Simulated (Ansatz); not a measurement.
## CH₄GeI, SMILES [CH3][GeH][I]: vertical and adiabatic energies of changing the electron count, step by step

Program: Ansatz 0.2.0, Python API.

`ch4gei.xyz`
```text
7

C    -0.75090    0.33760   -0.24750
Ge    0.71280   -0.83670   -0.20090
I     1.35080   -1.22310    2.20230
H    -0.44300    1.35760    0.20720
H    -1.65000   -0.07000    0.27570
H    -1.09250    0.57260   -1.31620
H     1.93410   -0.20610   -0.96630
```

Notebook, run cell by cell (the value of a cell's last expression is shown):

```python
import ansatz as az
import numpy as np
```

```python
system = az.Crystal.molecule_from_extxyz('ch4gei.xyz')

model = (
    system.calculation()
    .basis(gaussian='def2-SVP')
    .functional('r2SCAN')
    .spin('collinear', total=1)
)
symbols = [site.symbol for site in system.cartesian_sites]
start = np.array([site.position_ang for site in system.cartesian_sites], dtype=float)
data = model.relax(force_tolerance=0.01, max_steps=100).run().report
end = np.array(data['positions_ang'])
```

```python
minimum = az.Crystal.molecule()
for symbol, place in zip(symbols, end):
    minimum = minimum.atom(symbol, place.tolist())
ion = minimum.calculation().basis(gaussian='def2-SVP').functional('r2SCAN').charge(1)
vertical = ion.run().report
settled = ion.relax(force_tolerance=0.01, max_steps=80).run().report
print(f'vertical ionisation energy   {vertical["free_energy_ev"] - data["free_energy_ev"]:.3f} eV')
print(f'adiabatic, no zero point     {settled["free_energy_ev"] - data["free_energy_ev"]:.3f} eV')
print(f'relaxation energy of the ion {vertical["free_energy_ev"] - settled["free_energy_ev"]:.3f} eV')
ionised = np.array(settled['positions_ang'])
print('final positions (A) and the move of each atom')
for symbol, xyz, old in zip(symbols, ionised, end):
    print(f'{symbol:2s} {xyz[0]:10.5f} {xyz[1]:10.5f} {xyz[2]:10.5f}   {np.linalg.norm(xyz - old):7.4f}')
```

    vertical ionisation energy   8.200 eV
    adiabatic, no zero point     7.318 eV
    relaxation energy of the ion 0.882 eV
    final positions (A) and the move of each atom
    C    -0.81681    0.44052   -0.24073    0.0657
    Ge    0.88352   -0.36996    0.06321    0.5855
    I     1.29627   -1.77752    1.97216    0.5926
    H    -0.66810    1.53443   -0.27804    0.5412
    H    -1.53556    0.17029    0.54384    0.3456
    H    -1.17523    0.11291   -1.23286    0.4657
    H     2.07721   -0.17877   -0.87328    0.1296

Notes:
- The energies are electronic: no zero-point or thermal terms, and the basis set is short of its limit. The product may relax into another structure. Each relaxation finds its nearest minimum, which needn't be the lowest.
- def2 sets replace the cores of elements past krypton by effective core potentials.
- The run takes the species as open-shell (spin multiplicity 2), which needn't be its ground state.
- Only the spin states typed were run; another state of an ion can lie lower, by up to an eV or two.
- The whole script took 3.4 min on 1 thread of Arm Neoverse V2, with other jobs on the host, peak memory 0.28 GiB.
